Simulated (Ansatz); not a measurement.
# Al2O3: the cost of one run

Method: run time, phonons, PBE, NC, in Ansatz 0.2 early development.

### 1 The system as given

It takes space group R-3c (No. 167, trigonal). Conventional cell: a = 4.760 Å, b = 4.760 Å, c = 12.993 Å, α = 90.00°, β = 90.00°, γ = 120.00°. Around Al (site symmetry 3) lie 6 O at 1.86 to 1.97 Å. O (site symmetry 2) has 4 Al at 1.86 to 1.97 Å as nearest neighbours.

As a file:

```
Al O
1.0
     2.38010    1.37415    4.33110
    -2.38010    1.37415    4.33110
     0.00000   -2.74830    4.33110
Al O
4 6
Direct
  0.14784 0.14784 0.14784
  0.35216 0.35216 0.35216
  0.64784 0.64784 0.64784
  0.85216 0.85216 0.85216
  0.05624 0.75000 0.44376
  0.25000 0.55624 0.94376
  0.44376 0.05624 0.75000
  0.55624 0.94376 0.25000
  0.75000 0.44376 0.05624
  0.94376 0.25000 0.55624
```

### 2 Running it

Input file input.yaml:

```yaml
crystal:
  lattice:
    - [2.380100000, 1.374151376, 4.331100000]
    - [-2.380100000, 1.374151376, 4.331100000]
    - [0.000000000, -2.748302751, 4.331100000]
  atoms:
    - { symbol: Al, position: [0.147840000, 0.147840000, 0.147840000] }
    - { symbol: Al, position: [0.352160000, 0.352160000, 0.352160000] }
    - { symbol: Al, position: [0.647840000, 0.647840000, 0.647840000] }
    - { symbol: Al, position: [0.852160000, 0.852160000, 0.852160000] }
    - { symbol: O, position: [0.056240000, 0.750000000, 0.443760000] }
    - { symbol: O, position: [0.250000000, 0.556240000, 0.943760000] }
    - { symbol: O, position: [0.443760000, 0.056240000, 0.750000000] }
    - { symbol: O, position: [0.556240000, 0.943760000, 0.250000000] }
    - { symbol: O, position: [0.750000000, 0.443760000, 0.056240000] }
    - { symbol: O, position: [0.943760000, 0.250000000, 0.556240000] }
kpoints:
  mp_grid:
    grid: [4, 4, 4]
hamiltonian:
  xc: pbe
  pseudopotentials: { kind: nc }
scf:
  occupations:
    method: fixed
phonons:
  method: dfpt
  dielectric: true
  field_mesh: kpoints
```

Run with:

```sh
$ ansatz run input --backend cuda --devices 1 --threads 11 --events-out ev
```

Q: Estimate wall time and peak memory on 1 × NVIDIA GB300 Max-Q with 11 threads of Arm Neoverse V2 (Grace), shared host.

About 55 s, with a peak of 3 GiB on the host and 5.4 GiB on a GPU.
